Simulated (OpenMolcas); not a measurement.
**Rh⁵⁺ among point charges: CASSCF and CASPT2 levels and susceptibility**

Aim: the splitting of the states of Rh⁵⁺ in the field of 4 point charges, its lowest levels with spin-orbit coupling and its magnetic susceptibility.

Method: state-averaged CASSCF and CASPT2, spin-orbit coupling by RASSI with atomic mean-field integrals. Code: OpenMolcas 26.06.

### Step 1. What is computed

* Species: Rh⁵⁺ (rhodium, Z = 45, 40 electrons)
* Basis: ANO-RCC-VDZP [6s5p3d1f], 43 functions
* Scalar Hamiltonian: DKH2, point nucleus
* Inactive shells: 1s 2s 2p 3s 3p 3d 4s 4p
* Active space: 4 electrons in 5 orbitals (4d)
* Some configurations of this space: 4d⁴
* Orbitals: optimised for each spin and parity, averaged over all roots

Outer shells as boxes (Hund's rule):

4d4
```
4d [↑ ][↑ ][↑ ][↑ ][  ]
```

The ion sits among 4 point charges of -1.5 e arranged as a square (D4h), 2.14 Å from the ion.

Each step is its own input file, run in one work folder so that later steps find the files of earlier ones. Labels, J, g values, rates, χT and fits are worked out afterwards by a script from the matrices that RASSI stores. The input lists half of the charges; inversion (Group=XYZ) makes the rest.

### Step 2. Basis and integrals

a.inp

```
&GATEWAY
Coord
1

Rh 0.0 0.0 0.0
Basis=ANO-RCC-VDZP
Group=XYZ
NoMove
AngMom=0.0 0.0 0.0
AMFI
XField
2 Angstrom 0
2.140000 0.000000 0.000000 -1.500000
0.000000 2.140000 0.000000 -1.500000
&SEWARD
```

Started as:

```bash
$ OMP_NUM_THREADS=1 MOLCAS_MEM=1689 MOLCAS_PROJECT=a pymolcas a.inp > a.log
```

### Step 3. CASSCF: quintets of even parity, 5 roots

a.inp

```
&RASSCF
FileOrb=start.orb
Symmetry=1
Spin=5
nActEl=4 0 0
Inactive=9 9
Ras2=5 0
CIRoot=5 5 1
SDav=5
CIMx=300
Iter=120 100
PrWF=0.3
OrbListing=Nothing
MaxOrb=0
>>> COPY $Project.JobIph JOB001
```

start.orb holds the contracted functions of the basis, ordered by shell, or the orbitals of the step before.

### Step 4. CASSCF: triplets of even parity, 45 roots

a.inp

```
&RASSCF
FileOrb=start.orb
Symmetry=1
Spin=3
nActEl=4 0 0
Inactive=9 9
Ras2=5 0
CIRoot=45 45 1
SDav=45
CIMx=300
Iter=120 100
PrWF=0.3
OrbListing=Nothing
MaxOrb=0
>>> COPY $Project.JobIph JOB002
```

### Step 5. CASSCF: singlets of even parity, 50 roots

a.inp

```
&RASSCF
FileOrb=start.orb
Symmetry=1
Spin=1
nActEl=4 0 0
Inactive=9 9
Ras2=5 0
CIRoot=50 50 1
SDav=50
CIMx=300
Iter=120 100
PrWF=0.3
OrbListing=Nothing
MaxOrb=0
>>> COPY $Project.JobIph JOB003
```

### Step 6. State interaction with spin-orbit coupling

a.inp

```
&RASSI
NrOfJobIphs=3 5 45 50
1 2 3 4 5
1 2 3 4 5 6 7 8 9 10 11 12 13 14 15 16 17 18 19 20 21 22 23 24 25 26 27
28 29 30 31 32 33 34 35 36 37 38 39 40 41 42 43 44 45
1 2 3 4 5 6 7 8 9 10 11 12 13 14 15 16 17 18 19 20 21 22 23 24 25 26 27
28 29 30 31 32 33 34 35 36 37 38 39 40 41 42 43 44 45 46 47 48 49 50
IphNames
JOB001
JOB002
JOB003
EJob
SpinOrbit
DIPRint=1.0
SOCoupling=1000.0
Subsets=2
Property=9
'ANGMOM' 1 'ANGMOM' 2 'ANGMOM' 3 'MLTPL  1' 1 'MLTPL  1' 2 'MLTPL  1' 3
'AMFI' 1 'AMFI' 2 'AMFI' 3
SOProperty=3
'ANGMOM' 1 'ANGMOM' 2 'ANGMOM' 3
```

### Step 7. CASPT2: IPEA 0.25, imaginary shift 0.1 (closed shells correlated: 4s 4p)

a.inp

```
>>> COPY JOB001 $Project.JobIph
&CASPT2
Multistate=5 1 2 3 4 5
NoMult
Frozen=8 6
IPEA=0.25
Imaginary=0.1
MaxIter=60
WThr=0.0 0.3 0.05
PrWF=0.5
NoMix
>>> COPY JOB002 $Project.JobIph
&CASPT2
Multistate=45 1 2 3 4 5 6 7 8 9 10 11 12 13 14 15 16 17 18 19 20 21 22
23 24 25 26 27 28 29 30 31 32 33 34 35 36 37 38 39 40 41 42 43 44 45
NoMult
Frozen=8 6
IPEA=0.25
Imaginary=0.1
MaxIter=60
WThr=0.0 0.3 0.05
PrWF=0.5
NoMix
>>> COPY JOB003 $Project.JobIph
&CASPT2
Multistate=50 1 2 3 4 5 6 7 8 9 10 11 12 13 14 15 16 17 18 19 20 21 22
23 24 25 26 27 28 29 30 31 32 33 34 35 36 37 38 39 40 41 42 43 44 45 46
47 48 49 50
NoMult
Frozen=8 6
IPEA=0.25
Imaginary=0.1
MaxIter=60
WThr=0.0 0.3 0.05
PrWF=0.5
NoMix
```

(Steps that only read results are left out.)

**Question.** What will these runs give? Wanted: spin-free ground state; first state of the same spin within the active space; lowest level; next level.

**Answer**, as computed:

| quantity | value |
| --- | --- |
| method | SS-CASPT2, IPEA 0.25, imaginary shift 0.1 (closed shells correlated: 4s 4p) |
| spin-free ground state | 5B1, 1-fold in its orbital part |
| first state of the same spin within the active space | 5B2 at 2810 cm⁻¹ |
| lowest level | 1-fold A1 |
| next level | 42.9 cm⁻¹ |
| χT at 300 K | 1.22 cm³ K/mol |
| effective moment at 300 K | 3.12 μB |

Cost by method:

```
                                              method  time of its own steps  time with the reference
                                           A. CASSCF                   24 s                     24 s
B. SS-CASPT2, IPEA 0.25, imaginary shift 0.1, +4s 4p                  6.9 s                     31 s
```

Times are of one thread on a shared host.

In words: The spin-free ground state (5B1) comes to 100 % from free-ion D terms and keeps the highest spin of the shell. χT at 300 K is 1.22, against 3.01 cm³ K/mol for the spin alone, so spin-orbit coupling lowers it. An active space of the d shell alone favours high spin; real ions in strong fields can be low spin. The field of point charges can differ much from that of real complexes. With metal d orbitals alone active, the gaps between spin states are rough; where two lie within a few thousand cm-1, their order is open. Point charges carry no covalency, so the field is a model and not that of real ligands.
